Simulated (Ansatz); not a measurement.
## F3GeHSe, SMILES [F][Ge]([F])([F])[SeH]: energies of removing a hydrogen, step by step

Computed with Ansatz 0.2.0, Python API.

`f3gehse.xyz`
```text
6

F     0.70360   -0.61270    1.67990
Ge    0.13210   -0.54760   -0.01000
F    -1.54990   -1.12580   -0.13190
F     1.26010   -1.57000   -0.96540
Se    0.24900    1.65160   -0.85230
H    -0.75280    2.14050    0.23370
```

Typed at the interpreter:
```pycon
>>> import ansatz
>>> def energy_of(molecule, charge=0, unpaired=0):
...     calc = (
...         molecule.calculation()
...         .basis(gaussian="def2-SVPD")
...         .functional("cam_b3lyp")  # level of theory
...     )
...     if charge:
...         calc = calc.charge(charge)
...     if unpaired:
...         calc = calc.spin("collinear", total=unpaired)
...     return calc.run(threads=1, pin="off").report["free_energy_ev"]
...
>>> def without(molecule, index):
...     rest = ansatz.Crystal.molecule()
...     for i, site in enumerate(molecule.cartesian_sites):
...         if i != index:
...             rest = rest.atom(site.symbol, site.position_ang)
...     return rest
...
>>> mol = ansatz.Crystal.molecule_from_extxyz("f3gehse.xyz")
>>> whole = energy_of(mol, 0)

>>> hydrogen = energy_of(ansatz.Crystal.molecule().atom("H", (0, 0, 0)), 0, 1)
>>> print(f"E(molecule) = {whole:.5f} eV, E(H) = {hydrogen:.5f} eV")
E(molecule) = -130022.28303 eV, E(H) = -13.54842 eV
>>> for index in [5]:
...     radical = energy_of(without(mol, index), 0, 1)
...     print(f"H{index}: homolysis {96.485332 * (radical + hydrogen - whole):.1f} kJ/mol")
...     anion = energy_of(without(mol, index), -1)
...     print(f"H{index}: loss of a proton {96.485332 * (anion - whole):.1f} kJ/mol")
...
H5: homolysis 344.1 kJ/mol
H5: loss of a proton 1285.2 kJ/mol
```

Reading the output:
- Total energies depend on the basis set; only differences at equal settings carry meaning.
- The geometry is a force-field or estimated start, not a minimum of this method, and the basis set is short of its limit. All parts are taken at fixed geometry, without zero-point energy.
- The spin-orbit lowering of heavy atoms is left out.
- Hardware and time: 2.2 min on 1 thread of Arm Neoverse N1 (shared host), peak memory 0.92 GiB.

(Lines on the test bed's own set-up are left out of the output.)
